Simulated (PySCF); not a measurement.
**C₂B₂F₄: electronic excitations and core binding energies**

Aim: predict the electronic excitations and core binding energies of C₂B₂F₄ (`FB(F)C#CB(F)F`).

The runs use PySCF 2.14.0, with density-fitted response routines of our own; the level of theory stands in each step. All values are computed, except where a source is named. Atoms are numbered from 0 throughout.

## Step 1: Starting geometry

8 atoms, charge 0, multiplicity 1; geometry from: GFN2-xTB.

Bonds of the start (Å): F0–B1 1.31, B1–F2 1.31, B1–C3 1.52, C3–C4 1.21, C4–B5 1.52, B5–F6 1.31, B5–F7 1.31.

## Step 2: TDDFT and polarisability: B3LYP/def2-SVPD

Job settings and geometry (Å):

```
{"job": {"kind": "uv", "xc": "B3LYP", "basis": "def2-SVPD", "nstates": 8, "ntriplets": 3}, "charge": 0, "multiplicity": 1}
F      2.436081     1.569497     1.294789
B      1.951171     0.851275     0.309627
F      2.747726     0.690826    -0.720444
C      0.556351     0.242697     0.358662
C     -0.554121    -0.240578     0.395222
B     -1.948959    -0.848787     0.442873
F     -3.005518    -0.209458    -0.000679
F     -2.173675    -2.046060     0.930218
```

Level: TDDFT B3LYP/def2-SVPD, vertical, gas phase, core orbitals frozen in the response.

Run with:

```sh
$ OMP_NUM_THREADS=1 python probes_run.py task.json out
```

This one command runs all jobs of the session in turn.

**Question.** This job is followed by: delta-SCF UKS SCAN, pcX-2 on the ionised atom, pcseg-1 elsewhere, spin-free X2C. What will the session give for the following? lowest singlet (B3LYP/def2-SVPD); brightest single state of those computed; lowest triplet; F1s binding energies, SCAN/pcX-2; B1s binding energies, SCAN/pcX-2.

The runs gave:

| quantity | value |
| --- | --- |
| lowest singlet (B3LYP/def2-SVPD) | 5.39 eV (230 nm), f = 0.000 |
| brightest single state of those computed | state 4, 7.75 eV, f = 0.930 |
| lowest triplet | 4.46 eV |
| F1s binding energies, SCAN/pcX-2 | F0 694.05 eV |
| B1s binding energies, SCAN/pcX-2 | B1 200.44 eV |

The first singlet state (HOMO→LUMO 0.49, HOMO−1→LUMO+1 0.49) lies at 5.39 eV and is dark; of the 8 states computed, the strongest absorption comes from state 4 at 7.75 eV. The lowest triplet lies 0.93 eV below the lowest singlet (triplets in Tamm-Dancoff, singlets in full TDDFT).
